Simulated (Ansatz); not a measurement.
# NaTl: the cost of one run

Computed with Ansatz 0.2.0 (DFT PBEsol, scalar-relativistic, plane waves, PAW, unless a step's input says otherwise).

1 further run of the same task is left out (it didn't finish).

## 1. The system as given

Symmetry: Fd-3m, No. 227, cubic system. Conventional cell: a = 7.471 Å, b = 7.471 Å, c = 7.471 Å, α = 90.00°, β = 90.00°, γ = 90.00°. Na (site symmetry -43m) has 4 Na at 3.23 Å and 4 Tl at 3.23 Å as nearest neighbours. Tl (site symmetry -43m) has 4 Na at 3.23 Å and 4 Tl at 3.23 Å as nearest neighbours.

Structure file:

```xyz
4
Lattice="0.0000 3.7353 3.7353 3.7353 0.0000 3.7353 3.7353 3.7353 0.0000" Properties=species:S:1:pos:R:3 pbc="T T T"
Na    3.7353    3.7353    3.7353
Na    5.6030    5.6030    5.6030
Tl    0.0000    0.0000    0.0000
Tl    1.8677    1.8677    1.8677
```

The structure comes from the Crystallography Open Database.

(A quick probe on a coarse mesh, which set the mesh and smearing, is not shown.)

## 3. Relaxing cell and atoms

The input, input.yaml:

```yaml
crystal:
  lattice:
    - [0.0, 3.7353000816, 3.7353000816]
    - [3.7353000816, 0.0, 3.7353000816]
    - [3.7353000816, 3.7353000816, 0.0]
  atoms:
    - { symbol: Na, position: [0.5, 0.5, 0.5] }
    - { symbol: Na, position: [0.75, 0.75, 0.75] }
    - { symbol: Tl, position: [0.0, 0.0, 0.0] }
    - { symbol: Tl, position: [0.25, 0.25, 0.25] }
basis:
  ecutwfc: 420
kpoints:
  mp_grid: { grid: [10, 10, 10] }
hamiltonian:
  xc: pbesol
scf:
  occupations: { method: gaussian, width: 0.1 }
output:
  forces: true
  stress: true
  eigenvalues: true
  write_density: true
  write_potential: true
  elf: true
  volumetric_format: npy
relax:
  adjacent_minimum: "off"
  f_tol: 0.005
  max_steps: 80
  cell: { stress_tol: 0.05 }
```

Run with:

```bash
$ ansatz run input.yaml --threads 4 --pin off --max-ram 10240MiB --backend cpu --events-out ev --progress --plain --runs-dir out
```

Q: Estimate wall time and peak memory on 4 threads of Intel Xeon Platinum 8259CL at 2.50GHz (Skylake/Cascade Lake), shared host.

About 9.8 s, with a peak of 0.53 GiB.
